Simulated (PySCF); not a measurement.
# Br6W ([WBr6]2-): the cost of one run

Computed with PySCF 2.14.0 and routines of our own; the level stands in each step. Atoms count from 0.

## Step 1: The starting structure

7 atoms, charge -2, states of the metal's open shell are computed; geometry from: model geometry, bond lengths from ionic radii.

## Step 2: Ligand-field states: state-averaged CASSCF in water

What the job is given:

```
{"job": {"kind": "lf", "basis": {"metal": "x2c-TZVPall", "ligand": "x2c-SVPall"}, "nevpt": true, "solvent": "water"}, "charge": -2, "metal": "W", "open_shell": "d2"}
W      0.000000     0.000000     0.000000
Br     0.000000     0.000000     2.520000
Br     0.000000     0.000000    -2.520000
Br     2.520000     0.000000     0.000000
Br    -2.520000     0.000000     0.000000
Br     0.000000     2.520000     0.000000
Br    -0.000000    -2.520000     0.000000
```

Method: state-averaged CASSCF of the metal d shell, SC-NEVPT2 on the averaged canonical orbitals, state-interaction spin-orbit coupling.

On the command line:

```console
$ OMP_NUM_THREADS=1 python lf_run.py task.json out
```

This one command runs all jobs of the session in turn.

Q: Estimate the wall time and peak memory of this first job on 1 thread of Intel Xeon Platinum 8488C, shared host.

About 2.8 min, with a peak of 1.1 GiB.
